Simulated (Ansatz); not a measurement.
**CH₃NSiTe: up Jacob's ladder to CCSD(T)**

One table from this session's results is given with a row withheld; the runs are named, their logs left out.

Method: functionals in def2-TZVPP, the program's frozen cores in correlated methods; program: Ansatz 0.2.0, Gaussian basis.

Levels to be run: LDA (SPW92), PBE-D4, revPBE-D4, BLYP-D4, r2SCAN-D4, B97M-V, PBE0-D4, B3LYP-D4, r2SCANh-D4, r2SCAN0-D4, HSE06-D4, BHLYP-D4, CAM-B3LYP-D4, LC-ωPBE, ωB97X-V, ωB97M-V, B2PLYP, PBE-QIDH; CCSD(T)/def2-SVP; CCSD(T)/def2-TZVPP; MP2/def2-QZVPP; extrapolation to the limit; RPA on PBE.

### Structure used throughout

All runs share one geometry, relaxed beforehand with PBE0-D4 in a triple-zeta def2 set. Te takes the def2 core potential; no spin-orbit term is included.

SMILES `C1=N[SiH2][Te]1`, 7 atoms, charge 0, spin multiplicity 1.

Atoms are counted from 1 here; the program's logs count them from 0.

Bond lengths: C1–N2 1.265 Å, C1–Te4 2.175 Å, C1–H5 1.094 Å, N2–Si3 1.763 Å, Si3–Te4 2.509 Å, Si3–H6 1.482 Å, Si3–H7 1.482 Å. Angles: N2–C1–Te4 115.4°, N2–C1–H5 124.6°, Te4–C1–H5 120.0°, C1–N2–Si3 99.8°, N2–Si3–Te4 85.4°, N2–Si3–H6 112.9°, N2–Si3–H7 112.9°, Te4–Si3–H6 116.3°, Te4–Si3–H7 116.3°, H6–Si3–H7 110.8°, C1–Te4–Si3 59.4°.

The first run:

in.yaml reads:

```yaml
crystal:
  periodic: [false, false, false]
  atoms:
    - {symbol: C, position_ang: [-0.779129, -0.346312, -1.013499]}
    - {symbol: N, position_ang: [0.482817, -0.263038, -0.985963]}
    - {symbol: Si, position_ang: [0.714541, 0.232732, 0.690110]}
    - {symbol: Te, position_ang: [-1.787169, 0.130411, 0.853966]}
    - {symbol: H, position_ang: [-1.364194, -0.633940, -1.892558]}
    - {symbol: H, position_ang: [1.327221, 1.576434, 0.814466]}
    - {symbol: H, position_ang: [1.467115, -0.764287, 1.487578]}
basis:
  gaussian: {orbitals: def2-TZVPP}
hamiltonian: {xc: lda}
output: {orbitals: {seedname: orbitals}}
```

Launch:

```
$ ansatz run in.yaml --threads 2 --pin off --events-out ev --progress --plain --max-ram 4352MiB
```

Steps of the session up to this table: LDA; PBE-D4 (GGA); revPBE-D4 (GGA); BLYP-D4 (GGA); r2SCAN-D4 (meta-GGA); B97M-V (meta-GGA); B3LYP-D4 (hybrid); r2SCANh-D4 (hybrid); r2SCAN0-D4 (hybrid); HSE06-D4 (hybrid); BHLYP-D4 (hybrid); CAM-B3LYP-D4 (range-separated); LC-ωPBE (range-separated); ωB97X-V (range-separated); ωB97M-V (range-separated); B2PLYP (double hybrid); PBE-QIDH (double hybrid).

One of the session's tables, all rows but one given; the rest of the session is left out.

It belongs to the step «Frontier levels by functional». 

```
  functional  HOMO (eV)  LUMO (eV)  gap (eV)
 LDA (SPW92)      -5.73      -2.61      3.12
      PBE-D4      -5.56      -2.42      3.14
   revPBE-D4      -5.51      -2.34      3.16
     BLYP-D4      -5.38      -2.32      3.06
   r2SCAN-D4          ?          ?         ?
      B97M-V      -5.78      -2.29      3.49
     PBE0-D4      -6.54      -1.64      4.90
    B3LYP-D4      -6.32      -1.86      4.46
  r2SCANh-D4      -6.15      -1.97      4.18
  r2SCAN0-D4      -6.69      -1.55      5.15
    HSE06-D4      -6.15      -2.01      4.14
    BHLYP-D4      -7.37      -0.80      6.57
CAM-B3LYP-D4      -7.72      -0.65      7.07
     LC-ωPBE      -9.00       0.44      9.44
     ωB97X-V      -8.68       0.35      9.03
     ωB97M-V      -8.57       0.17      8.74
```

Q: Estimate the row for r2SCAN-D4 from the others.

Worked estimate for «HOMO (eV)». Against the share of exact exchange, r2SCANh-D4 (0.1, -6.15), r2SCAN0-D4 (0.25, -6.69) give a slope of -3.60 per unit share; at 0 the line stands at -5.79.

**Answer.** HOMO (eV): -5.79; LUMO (eV): -2.26; gap (eV): 3.53. In «HOMO (eV)» the line misses by 0.00.
